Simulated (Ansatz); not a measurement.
# NiSe2 (Penroseite): the cost of one run

Program: Ansatz 0.2.0. Level of theory: DFT, PAW plane waves, r2scan. These are calculated values, not measurements.

**1. Starting point**

The structure is cubic, space group Pa-3 (No. 205). Conventional cell: a = 5.963 Å, b = 5.963 Å, c = 5.963 Å, α = 90.00°, β = 90.00°, γ = 90.00°. Around Ni (site symmetry -3) lie 6 Se at 2.49 Å. Se (site symmetry 3) has 1 Se at 2.42 Å and 3 Ni at 2.49 Å as nearest neighbours.

Coordinates:

```
Ni Se
1.0
     5.96290    0.00000    0.00000
     0.00000    5.96290    0.00000
     0.00000    0.00000    5.96290
Ni Se
4 8
Cartesian
  0.0000 0.0000 0.0000
  2.9815 0.0000 2.9815
  2.9815 2.9815 0.0000
  0.0000 2.9815 2.9815
  2.2838 2.2838 2.2838
  0.6977 3.6791 5.2652
  5.2652 0.6977 3.6791
  3.6791 5.2652 0.6977
  3.6791 3.6791 3.6791
  5.2652 2.2838 0.6977
  0.6977 5.2652 2.2838
  2.2838 0.6977 5.2652
```

**2. A run**

The input, input.yaml:

```yaml
crystal:
  lattice:
    - [5.9629, 0.0, 0.0]
    - [0.0, 5.9629, 0.0]
    - [0.0, 0.0, 5.9629]
  atoms:
    - { symbol: Ni, position: [0.0, 0.0, 0.0], spin: 2.0 }
    - { symbol: Ni, position: [0.5, 0.0, 0.5], spin: 2.0 }
    - { symbol: Ni, position: [0.5, 0.5, 0.0], spin: 2.0 }
    - { symbol: Ni, position: [0.0, 0.5, 0.5], spin: 2.0 }
    - { symbol: Se, position: [0.383, 0.383, 0.383] }
    - { symbol: Se, position: [0.117, 0.617, 0.883] }
    - { symbol: Se, position: [0.883, 0.117, 0.617] }
    - { symbol: Se, position: [0.617, 0.883, 0.117] }
    - { symbol: Se, position: [0.617, 0.617, 0.617] }
    - { symbol: Se, position: [0.883, 0.383, 0.117] }
    - { symbol: Se, position: [0.117, 0.883, 0.383] }
    - { symbol: Se, position: [0.383, 0.117, 0.883] }
  symmetry: { tolerance: 0.0003 }
hamiltonian:
  xc: r2scan
  pseudopotentials: { kind: paw, azcp: { folder: soft_1 } }
basis:
  ecutwfc: 500
magnetization:
  spin_polarized: true
scf:
  occupations: { method: fermi_dirac, width: 0.05 }
kpoints:
  mp_grid: { grid: [6, 6, 6], shift: [0, 0, 0] }
output:
  forces: true
  stress: true
  eigenvalues: true
```

Started as:

```sh
> ansatz run input.yaml --threads 4 --pin off --max-ram 10240MiB --backend cpu --events-out ev --progress --plain --runs-dir out
```

What time and memory should one allow on 4 threads of AMD EPYC 9R45 (Zen 5), shared host?

About 37 s, with a peak of 2.1 GiB.
